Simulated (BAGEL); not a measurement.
# GaNH4F2 (SMILES [NH3+][GaH-]([F])[F]): HF/3-21G (density fitting with qzvpp-jkfit)

What is the vertical singlet–triplet gap of GaNH4F2 at HF/3-21G (density fitting with qzvpp-jkfit)? 

The calculation is run with BAGEL 1.2.2.

24 further runs of the same task are left out: 24 set aside as unsound or not needed.

## Step 1: Starting point

GaNH4F2 has 8 atoms, charge 0, and is taken as a singlet. As SMILES, `[NH3+][GaH-]([F])[F]`. Geometry: a GFN2-xTB relaxation, a rough one for these elements and not checked as a minimum.

Bond lengths: N1–Ga2 2.155 Å, Ga2–F3 1.752 Å, Ga2–F4 1.752 Å, N1–H5 1.023 Å, N1–H6 1.018 Å, N1–H7 1.018 Å, Ga2–H8 1.495 Å. Some angles: N1–Ga2–F3 90.2°, N1–Ga2–F4 90.5°, F3–Ga2–F4 115.2°, N1–Ga2–H8 118.7°, F3–Ga2–H8 117.9°, F4–Ga2–H8 117.8°, Ga2–N1–H5 96.7°, Ga2–N1–H6 117.0°, Ga2–N1–H7 116.6°, H5–N1–H6 107.8°.

## Step 2: A single-point energy at HF/3-21G (density fitting with qzvpp-jkfit)

Contents of hf.json:

```json
{ "bagel": [

{
  "title": "molecule",
  "basis": "3-21g",
  "df_basis": "qzvpp-jkfit",
  "angstrom": "true",
  "geometry": [
    { "atom": "N", "xyz": [   -0.247870,    1.006730,   -0.136760 ] },
    { "atom": "Ga", "xyz": [    0.124070,   -1.068200,    0.312930 ] },
    { "atom": "F", "xyz": [    1.833800,   -0.731100,    0.489690 ] },
    { "atom": "F", "xyz": [   -0.383420,   -1.524130,   -1.300430 ] },
    { "atom": "H", "xyz": [    0.394300,    1.074360,   -0.930430 ] },
    { "atom": "H", "xyz": [   -1.179670,    1.247170,   -0.468360 ] },
    { "atom": "H", "xyz": [    0.047610,    1.684870,    0.562660 ] },
    { "atom": "H", "xyz": [   -0.588810,   -1.689690,    1.470710 ] }
  ]
},
{ "title": "hf" },
{ "title": "print", "file": "orbitals.molden", "orbitals": "true" }

]}
```

Started as:

```
$ BAGEL_NUM_THREADS=1 BAGEL hf.json > hf.out
```

Output:

```text
* using 1 threads per process

  ===============================================================
  ===============================================================

  *** Geometry ***

  { "atom" : "N", "xyz" : [     -0.468406,      1.902444,     -0.258439 ] },
  { "atom" : "Ga", "xyz" : [      0.234458,     -2.018605,      0.591352 ] },
  { "atom" : "F", "xyz" : [      3.465380,     -1.381579,      0.925380 ] },
  { "atom" : "F", "xyz" : [     -0.724559,     -2.880188,     -2.457457 ] },
  { "atom" : "H", "xyz" : [      0.745119,      2.030246,     -1.758258 ] },
  { "atom" : "H", "xyz" : [     -2.229253,      2.356810,     -0.885072 ] },
  { "atom" : "H", "xyz" : [      0.089970,      3.183943,      1.063273 ] },
  { "atom" : "H", "xyz" : [     -1.112690,     -3.193051,      2.779239 ] },

  Number of auxiliary basis functions:      569

  Since a DF basis is specified, we compute 2- and 3-index integrals:
    o Being stored without compression. Storage requirement is 0.015 GB

  Number of basis functions:       57
  Number of electrons      :       60

    * METHOD: MOLECULE                             0.28

  *** RHF ***

  === Nuclear Repulsion ===
   315.7951339365

      * DIIS with orbital gradients will be used.

  === RHF iteration (3-21g) ===
      0      -2168.03129949          0.03068652           0.08
      1      -2168.21067572          0.01690313           0.07
      2      -2168.27451647          0.00124113           0.07
      3      -2168.27533428          0.00040815           0.07
      4      -2168.27538934          0.00011517           0.09
      5      -2168.27539892          0.00002019           0.08
      6      -2168.27539926          0.00000305           0.07
      7      -2168.27539927          0.00000066           0.07
      8      -2168.27539927          0.00000027           0.07
      9      -2168.27539927          0.00000006           0.07
     10      -2168.27539927          0.00000002           0.07
     11      -2168.27539927          0.00000001           0.07
    * SCF iteration converged.

    * Permanent dipole moment:
           (    0.937312,    -2.157950,    -0.221137) a.u.

    * METHOD: HF                                   1.07

    * METHOD: PRINT                                0.01

  ===============================================================
```

It took 1.8 s on 1 thread of AMD EPYC 7R43 (Zen 3), shared host; peak memory 0.11 GiB.

## Step 3: The triplet

Contents of calc.json:

```json
{ "bagel": [

{
  "title": "molecule",
  "basis": "3-21g",
  "df_basis": "qzvpp-jkfit",
  "angstrom": true,
  "geometry": [
    { "atom": "N", "xyz": [   -0.247870,    1.006730,   -0.136760 ] },
    { "atom": "Ga", "xyz": [    0.124070,   -1.068200,    0.312930 ] },
    { "atom": "F", "xyz": [    1.833800,   -0.731100,    0.489690 ] },
    { "atom": "F", "xyz": [   -0.383420,   -1.524130,   -1.300430 ] },
    { "atom": "H", "xyz": [    0.394300,    1.074360,   -0.930430 ] },
    { "atom": "H", "xyz": [   -1.179670,    1.247170,   -0.468360 ] },
    { "atom": "H", "xyz": [    0.047610,    1.684870,    0.562660 ] },
    { "atom": "H", "xyz": [   -0.588810,   -1.689690,    1.470710 ] }
  ]
},
{
  "title": "uhf",
  "nopen": 2
},
{
  "title": "print",
  "file": "orbitals.molden",
  "orbitals": true
}

]}
```

Started as:

```
$ BAGEL_NUM_THREADS=1 BAGEL calc.json > calc.out
```

Output:

```text
* using 1 threads per process

  ===============================================================
  ===============================================================

  *** Geometry ***

  { "atom" : "N", "xyz" : [     -0.468406,      1.902444,     -0.258439 ] },
  { "atom" : "Ga", "xyz" : [      0.234458,     -2.018605,      0.591352 ] },
  { "atom" : "F", "xyz" : [      3.465380,     -1.381579,      0.925380 ] },
  { "atom" : "F", "xyz" : [     -0.724559,     -2.880188,     -2.457457 ] },
  { "atom" : "H", "xyz" : [      0.745119,      2.030246,     -1.758258 ] },
  { "atom" : "H", "xyz" : [     -2.229253,      2.356810,     -0.885072 ] },
  { "atom" : "H", "xyz" : [      0.089970,      3.183943,      1.063273 ] },
  { "atom" : "H", "xyz" : [     -1.112690,     -3.193051,      2.779239 ] },

  Number of auxiliary basis functions:      569

  Since a DF basis is specified, we compute 2- and 3-index integrals:
    o Being stored without compression. Storage requirement is 0.015 GB

  Number of basis functions:       57
  Number of electrons      :       60

    * METHOD: MOLECULE                             0.30

  *** Open-shell HF ***

  === Nuclear Repulsion ===
   315.7951339365

      * DIIS with orbital gradients will be used.

  === UHF iteration (3-21g) ===
      0      -2167.63110427          0.05840955           0.15
      1      -2167.80420886          0.04197788           0.16
      2      -2167.87598961          0.02718875           0.13
      3      -2167.92432582          0.00305324           0.14
      4      -2167.93182580          0.00243722           0.13
      5      -2167.94008320          0.00180517           0.14
      6      -2167.94546788          0.00085263           0.13
      7      -2167.94590466          0.00085581           0.13
      8      -2167.94642853          0.00048283           0.13
      9      -2167.94650249          0.00015545           0.14
     10      -2167.94657232          0.00012183           0.18
     11      -2167.94663669          0.00009138           0.13
     12      -2167.94671967          0.00007863           0.13
     13      -2167.94677683          0.00006731           0.13
     14      -2167.94685648          0.00004658           0.14
     15      -2167.94689061          0.00003281           0.14
     16      -2167.94690190          0.00001653           0.15
     17      -2167.94690531          0.00001314           0.14
     18      -2167.94690543          0.00000880           0.14
     19      -2167.94690578          0.00000438           0.13
     20      -2167.94690588          0.00000245           0.13
     21      -2167.94690590          0.00000125           0.15
     22      -2167.94690591          0.00000077           0.14
     23      -2167.94690591          0.00000028           0.14
     24      -2167.94690591          0.00000017           0.14
     25      -2167.94690591          0.00000014           0.13
     26      -2167.94690591          0.00000012           0.13
     27      -2167.94690591          0.00000009           0.14
     28      -2167.94690591          0.00000007           0.13
     29      -2167.94690591          0.00000004           0.13
     30      -2167.94690591          0.00000002           0.14
     31      -2167.94690591          0.00000001           0.13
    * SCF iteration converged.

    * S^2 (UHF) is 2.0084

    * Permanent dipole moment:
           (    0.718789,    -0.247880,    -0.787139) a.u.

    * METHOD: UHF                                  4.62

    * METHOD: PRINT                                0.01

  ===============================================================
```

Run time: 5.4 s. Hardware: 1 thread of AMD EPYC 7R43 (Zen 3), shared host; peak memory 0.11 GiB.

## Step 4: Summary of results

Level: HF/3-21G (density fitting with qzvpp-jkfit).

| quantity | value |
| --- | --- |
| singlet: total energy | -2168.27540 Eh |
| singlet: dipole moment | 6.01 D |
| singlet: HOMO energy | -12.14 eV |
| singlet: LUMO energy | 3.80 eV |
| singlet: HOMO–LUMO gap | 15.94 eV |
| triplet: total energy | -2167.94691 Eh |
| triplet: dipole moment | 2.78 D |
| triplet: ⟨S²⟩ | 2.008 |
| vertical energy of the triplet above the singlet | 8.939 eV |

In words: At this shape the triplet lies 8.94 eV (862 kJ/mol) above the singlet.
